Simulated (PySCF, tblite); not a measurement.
# C₅H₁₁FO₂Si: geometry, infrared bands and NMR shifts

Wanted: the infrared bands and NMR shifts of C₅H₁₁FO₂Si (`C=CC[Si](F)(OC)OC`), by calculation.

The runs use tblite 0.8.0 and PySCF 2.14.0, with density-fitted response routines of our own; the level of theory stands in each step. All values are computed, except where a source is named. Atoms count from 0, in the outputs and in this text.

## 1. The starting structure

20 atoms, charge 0, multiplicity 1; geometry from: force field or distance geometry start.

Bonds of the start (Å): C0–C1 1.33, C1–C2 1.53, C2–Si3 1.89, Si3–F4 1.59, Si3–O5 1.67, O5–C6 1.42, Si3–O7 1.67, O7–C8 1.41, C0–H9 1.10, C0–H10 1.08, C1–H11 1.08, C2–H12 1.10, C2–H13 1.09, C6–H14 1.10, C6–H15 1.08, C6–H16 1.10, C8–H17 1.10, C8–H18 1.09, C8–H19 1.10.

## 2. Relaxing the molecule with GFN2-xTB

Job settings and geometry (Å):

```
{"job": {"kind": "relax", "xc": "GFN2-xTB", "basis": "xTB"}, "charge": 0, "multiplicity": 1}
C     -3.104800    -0.088900     1.135800
C     -2.232500    -0.657900     0.303900
C     -0.862000    -1.163500     0.749700
Si     0.612700    -0.374400    -0.134900
F      0.377000    -0.531800    -1.701700
O      2.033200    -1.170300     0.228700
C      3.199100    -0.804000    -0.502600
O      0.802300     1.247700     0.201600
C      0.062000     2.168100    -0.577500
H     -4.086500     0.238700     0.774200
H     -2.902800     0.069000     2.188100
H     -2.503200    -0.811700    -0.730000
H     -0.743600    -1.020300     1.836100
H     -0.833400    -2.241400     0.561700
H      3.462500     0.251000    -0.327900
H      3.069900    -0.997700    -1.558400
H      4.030400    -1.421600    -0.140600
H     -1.023400     2.026000    -0.454300
H      0.327500     2.113600    -1.632800
H      0.310300     3.179900    -0.222200
```

Run with:

```console
> OMP_NUM_THREADS=1 python probes_run.py task.json out
```

One launch serves the whole session: the jobs run in the order shown.

**Question.** This job is followed by: GFN2-xTB harmonic vibrations, gas phase; GIAO PBE0/pcSseg-1 NMR shielding, non-relativistic, gas phase. Predict these results of the whole session: strongest single infrared mode (GFN2-xTB); zero-point energy (GFN2-xTB); 13C shifts against TMS (PBE0/pcSseg-1, means over atoms taken as alike); 1H shifts against TMS (PBE0/pcSseg-1, means over atoms taken as alike); 29Si shifts against TMS (PBE0/pcSseg-1); 19F shifts against CFCl3 (PBE0/pcSseg-1); 17O shifts against H2O (PBE0/pcSseg-1, means over atoms taken as alike); surface potential, 1st and 99th percentile.

**Answer**, as computed:

| quantity | value |
| --- | --- |
| strongest single infrared mode (GFN2-xTB) | 824 cm⁻¹, 224 km/mol |
| zero-point energy (GFN2-xTB) | 97.3 kcal/mol |
| 13C shifts against TMS (PBE0/pcSseg-1, means over atoms taken as alike) | 143.6, 121.6, 54.4, 26.4 ppm |
| 1H shifts against TMS (PBE0/pcSseg-1, means over atoms taken as alike) | 6.30, 5.49, 5.22, 3.98, 1.83 ppm |
| 29Si shifts against TMS (PBE0/pcSseg-1) | -60.8 ppm |
| 19F shifts against CFCl3 (PBE0/pcSseg-1) | -157.8 ppm |
| 17O shifts against H2O (PBE0/pcSseg-1, means over atoms taken as alike) | 32.4 ppm |
| surface potential, 1st and 99th percentile | -1.15 V and 0.76 V |

What this shows: Relaxing lowered the energy by 0.308 eV in 102 steps; the close pair that moved most is Si3–O5, from 1.668 to 1.605 Å. No mode is imaginary among the 54: a minimum at this level. The strongest single mode, at 824 cm⁻¹, is spread over many atoms; the largest shares are those of Si3, F4. GFN2-xTB is a fitted tight-binding method: band positions and strengths are rough. Its intensities can rank the bands wrongly. The most deshielded carbon is C1 (alkene CH), at 143.6 ppm: the olefinic region. H11 (hydrogen on an alkene CH) lies farthest downfield among hydrogen, at 6.30 ppm; a vinylic proton, deshielded by the sp2 carbon and the C=C anisotropy. At PBE0/pcSseg-1: The widest tensor belongs to C1: span 245 ppm, with a paramagnetic part of -216 ppm.
